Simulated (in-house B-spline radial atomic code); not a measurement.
# Ni²⁺: ionisation energy by several methods

One table from this session's results is given with a row withheld; the runs are named, their logs left out.

The numbers are computed with in-house B-spline radial atomic code version 1 (Dirac-Coulomb, several functionals, exact exchange averaged over the configuration; spherical all-electron atom at the radial basis limit), except any that are marked as measured or tabulated.

**Starting point**

```
element       : nickel (Z = 28)
charge        : +2
electrons     : 26
configuration : [Ar] 3d8
nucleus       : Fermi, rms radius 3.776 fm
```

Outer shells as boxes (Hund's rule):

[Ar] 3d8
```
[Ar] core
3d [↑↓][↑↓][↑↓][↑ ][↑ ]
```

The boxes only draw the filling; these runs are spin-restricted and spherical.

The first run:

The run's settings:

```ini
Z = 28
electrons = 26.0
configuration = [Ar] 3d8
hamiltonian = dirac
method = bhandhlyp
spin_polarised = False
nucleus = fermi
rms_radius = 3.7757
mass_number = 58
atomic_mass = 57.93534165
speed_of_light = 137.035999084
exact_exchange = averaged over the configuration
```

The run is started by

```bash
$ python run_scf.py task.json out
```

task.json lists these runs, among others, and the program works through them in turn.

Steps of the session up to this table: BHandHLYP, a global hybrid; CAM-B3LYP, a range-separated hybrid; LC-ωPBE, a range-separated hybrid; B3LYP, a global hybrid.

One of the session's tables, all rows but one given; the rest of the session is left out.

```
   method  ΔSCF (eV)  with Breit, QED, recoil (eV)
BHandHLYP     36.534                        36.543
    B3LYP          ?                             ?
CAM-B3LYP     37.245                        37.253
  LC-ωPBE     37.308                        37.316
```

Q: Estimate the row for B3LYP from the others.

As computed: ΔSCF (eV): 37.271; with Breit, QED, recoil (eV): 37.278. In the column «ΔSCF (eV)» it lies between CAM-B3LYP (37.245) and LC-ωPBE (37.308).
